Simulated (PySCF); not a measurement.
**WCl3: quartet, from a trigonal pyramidal start**

Where does quartet WCl3 go from a trigonal pyramidal start, is the end point a minimum, and what are its modes, charges and moments?

Method: PBE0, basis W def2-TZVP with ECP60, Cl def2-TZVP, scalar-relativistic core potentials, no spin–orbit coupling, density fitting; program: PySCF 2.14.0.

### Step 1. Where the work starts

4 atoms, charge 0, spin multiplicity 4.

Bond lengths: W1–Cl2 2.360 Å, W1–Cl3 2.360 Å, W1–Cl4 2.360 Å. Angles: Cl2–W1–Cl3 99.8°, Cl2–W1–Cl4 99.8°, Cl3–W1–Cl4 99.8°.

```xyz
4
charge 0 multiplicity 4
W     0.0000    0.0000    0.0000
Cl    2.0838    0.0000    1.1080
Cl   -1.0419    1.8046    1.1080
Cl   -1.0419   -1.8046    1.1080
```

### Step 2. Finding the electronic state

The steps below are one call of a driver around PySCF. For each, scf.py gives the equivalent set-up of the SCF; relaxations use the driver's own optimiser. After this first run the driver tries any further starts and a stability analysis.

Contents of scf.py:

```python
from pyscf import gto, scf, dft
mol = gto.M(atom='''
W      0.000000     0.000000     0.000000
Cl     2.083800     0.000000     1.108000
Cl    -1.041900     1.804600     1.108000
Cl    -1.041900    -1.804600     1.108000''',
    basis={'W': 'def2-TZVP', 'Cl': 'def2-TZVP'},
    ecp={'W': 'def2-TZVP'},
    charge=0, spin=3)
mf = dft.UKS(mol, xc='PBE0')
mf.grids.atom_grid = (50, 194)
aux = {'W': 'def2-universal-JKFIT', 'Cl': 'def2-universal-JKFIT'}
mf = mf.density_fit(auxbasis=aux)
mf.conv_tol = 1e-08
mf.diis_space = 10
mf.max_cycle = 60
mf.init_guess = 'minao'
mf.verbose = 4
mf.kernel()
```

Command:

```bash
$ OMP_NUM_THREADS=4 python axn.py task.json out
```

Further steps of the session: Trigonal pyramidal start, quartet: relaxation; Frequencies.

Before running it: what results should come out? Wanted: minimum; geometry; wavenumbers; dipole moment; highest occupied, lowest empty level; polar-tensor charge of W1; zero-point energy; atomisation energy; ⟨S²⟩.

The runs gave:

| quantity | value |
| --- | --- |
| minimum | quartet, D3h |
| geometry | W–Cl 2.249 Å (×3); Cl–W–Cl 120.0° (×3) |
| wavenumbers (cm⁻¹) | 77 (a2''), 97 (e'), 400 (a1'), 421 (e') |
| dipole moment | 0.00 D |
| highest occupied, lowest empty level (either spin) | -6.68, -2.95 eV |
| polar-tensor charge of W1 | +1.42 e |
| zero-point energy | 9.0 kJ/mol |
| entropy at 298.15 K | 354.6 J/(mol K) |
| atomisation energy (no zero-point energy) | 1301 kJ/mol |
| ⟨S²⟩ | 3.765 |

**Reading.** The trigonal pyramidal start (C3v) ends in a minimum of D3h symmetry. The strongest infrared band lies at 421 cm⁻¹ (e', stretch). The dipole vanishes although W1 carries +1.4 e by the polar tensor: the bond dipoles cancel. Most of the spin sits on W1 (Mulliken spin 2.97, against 3 for the whole molecule). Other starts or spin states, not run here, may lie lower. Open d and f shells are described by one determinant, and the ground state may have another occupation or spin. Spin–orbit coupling, left out here, can matter for elements this heavy.
